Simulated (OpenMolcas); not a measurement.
# Os²⁺ among point charges: CASSCF and CASPT2 levels and susceptibility

How does a field of 6 point charges split the states of Os²⁺, and what χT follows?

The numbers are computed with OpenMolcas 26.06 (state-averaged CASSCF and CASPT2, spin-orbit coupling by RASSI with atomic mean-field integrals), except any that are marked as measured or tabulated.

## Step 1: The system

| Quantity | Value |
| --- | --- |
| Species | Os²⁺ (osmium, Z = 76, 74 electrons) |
| Basis | ANO-RCC-VDZP [7s6p4d2f1g], 68 functions |
| Scalar Hamiltonian | DKH2, point nucleus |
| Inactive shells | 1s 2s 2p 3s 3p 3d 4s 4p 4d 4f 5s 5p |
| Active space | 6 electrons in 5 orbitals (5d) |
| Some configurations of this space | 5d6 |
| Orbitals | optimised for each spin and parity, averaged over all roots |

The outer shells:

5d6
```
5d [↑↓][↑ ][↑ ][↑ ][↑ ]
```

The ion sits among 6 point charges of -1.7 e arranged as a tetragonal octahedron (D4h), 2.37 Å from the ion, with the axial distance 2.560 Å.

Each step is its own input file, run in one work folder so that later steps find the files of earlier ones. Labels, J, g values, rates, χT and fits are worked out afterwards by a script from the matrices that RASSI stores. The input lists half of the charges; inversion (Group=XYZ) makes the rest.

## Step 2: One- and two-electron integrals

File a.inp:

```
&GATEWAY
Coord
1

Os 0.0 0.0 0.0
Basis=ANO-RCC-VDZP
Group=XYZ
NoMove
AngMom=0.0 0.0 0.0
AMFI
XField
3 Angstrom 0
2.370000 0.000000 0.000000 -1.700000
0.000000 2.370000 0.000000 -1.700000
0.000000 0.000000 2.559600 -1.700000
&SEWARD
```

Launch:

```console
$ OMP_NUM_THREADS=1 MOLCAS_MEM=1689 MOLCAS_PROJECT=a pymolcas a.inp > a.log
```

## Step 3: Reference wave functions, quintets of even parity, 5 roots

File a.inp:

```
&RASSCF
FileOrb=start.orb
Symmetry=1
Spin=5
nActEl=6 0 0
Inactive=15 19
Ras2=5 0
CIRoot=5 5 1
SDav=5
CIMx=300
Iter=120 100
PrWF=0.3
OrbListing=Nothing
MaxOrb=0
>>> COPY $Project.JobIph JOB001
```

start.orb holds the contracted functions of the basis, ordered by shell, or the orbitals of the step before.

## Step 4: CASSCF: triplets of even parity, 45 roots

File a.inp:

```
&RASSCF
FileOrb=start.orb
Symmetry=1
Spin=3
nActEl=6 0 0
Inactive=15 19
Ras2=5 0
CIRoot=45 45 1
SDav=45
CIMx=300
Iter=120 100
PrWF=0.3
OrbListing=Nothing
MaxOrb=0
>>> COPY $Project.JobIph JOB002
```

## Step 5: Reference wave functions, singlets of even parity, 50 roots

File a.inp:

```
&RASSCF
FileOrb=start.orb
Symmetry=1
Spin=1
nActEl=6 0 0
Inactive=15 19
Ras2=5 0
CIRoot=50 50 1
SDav=50
CIMx=300
Iter=120 100
PrWF=0.3
OrbListing=Nothing
MaxOrb=0
>>> COPY $Project.JobIph JOB003
```

## Step 6: RASSI: spin-orbit coupling between the states

File a.inp:

```
&RASSI
NrOfJobIphs=3 5 45 50
1 2 3 4 5
1 2 3 4 5 6 7 8 9 10 11 12 13 14 15 16 17 18 19 20 21 22 23 24 25 26 27
28 29 30 31 32 33 34 35 36 37 38 39 40 41 42 43 44 45
1 2 3 4 5 6 7 8 9 10 11 12 13 14 15 16 17 18 19 20 21 22 23 24 25 26 27
28 29 30 31 32 33 34 35 36 37 38 39 40 41 42 43 44 45 46 47 48 49 50
IphNames
JOB001
JOB002
JOB003
EJob
SpinOrbit
DIPRint=1.0
SOCoupling=1000.0
Subsets=2
Property=9
'ANGMOM' 1 'ANGMOM' 2 'ANGMOM' 3 'MLTPL  1' 1 'MLTPL  1' 2 'MLTPL  1' 3
'AMFI' 1 'AMFI' 2 'AMFI' 3
SOProperty=3
'ANGMOM' 1 'ANGMOM' 2 'ANGMOM' 3
```

## Step 7: CASPT2: IPEA 0.25, imaginary shift 0.1 (closed shells correlated: 5s 5p)

File a.inp:

```
>>> COPY JOB001 $Project.JobIph
&CASPT2
Multistate=5 1 2 3 4 5
NoMult
Frozen=14 16
IPEA=0.25
Imaginary=0.1
MaxIter=60
WThr=0.0 0.3 0.05
PrWF=0.5
NoMix
>>> COPY JOB002 $Project.JobIph
&CASPT2
Multistate=45 1 2 3 4 5 6 7 8 9 10 11 12 13 14 15 16 17 18 19 20 21 22
23 24 25 26 27 28 29 30 31 32 33 34 35 36 37 38 39 40 41 42 43 44 45
NoMult
Frozen=14 16
IPEA=0.25
Imaginary=0.1
MaxIter=60
WThr=0.0 0.3 0.05
PrWF=0.5
NoMix
>>> COPY JOB003 $Project.JobIph
&CASPT2
Multistate=50 1 2 3 4 5 6 7 8 9 10 11 12 13 14 15 16 17 18 19 20 21 22
23 24 25 26 27 28 29 30 31 32 33 34 35 36 37 38 39 40 41 42 43 44 45 46
47 48 49 50
NoMult
Frozen=14 16
IPEA=0.25
Imaginary=0.1
MaxIter=60
WThr=0.0 0.3 0.05
PrWF=0.5
NoMix
```

(Steps that only read results are left out.)

**Question.** What will these runs give? Wanted: spin-free ground state; first state of the same spin within the active space; lowest level; next level.

**Answer**, as computed:

| quantity | value |
| --- | --- |
| method | SS-CASPT2, IPEA 0.25, imaginary shift 0.1 (closed shells correlated: 5s 5p) |
| spin-free ground state | 5E, 2-fold in its orbital part |
| first state of the same spin within the active space | 5B2 at 1320 cm⁻¹ |
| lowest level | 1-fold B1 |
| next level | 202.6 cm⁻¹ |
| χT at 300 K | 3.82 cm³ K/mol |
| effective moment at 300 K | 5.53 μB |

Cost by method:

| method | time of its own steps | time with the reference |
| --- | --- | --- |
| A. CASSCF | 27 s | 27 s |
| B. SS-CASPT2, IPEA 0.25, imaginary shift 0.1, +5s 5p | 9.5 s | 37 s |

Times are of one thread on a shared host.

In words: The spin-free ground state (5E) comes to 100 % from free-ion D terms and keeps the highest spin of the shell. χT at 300 K is 3.82, against 3.01 cm³ K/mol for the spin alone, so orbital moment adds to it. An active space of the d shell alone favours high spin; real ions in strong fields can be low spin. The field of point charges can differ much from that of real complexes. With metal d orbitals alone active, the gaps between spin states are rough; where two lie within a few thousand cm-1, their order is open. Point charges carry no covalency, so the field is a model and not that of real ligands.
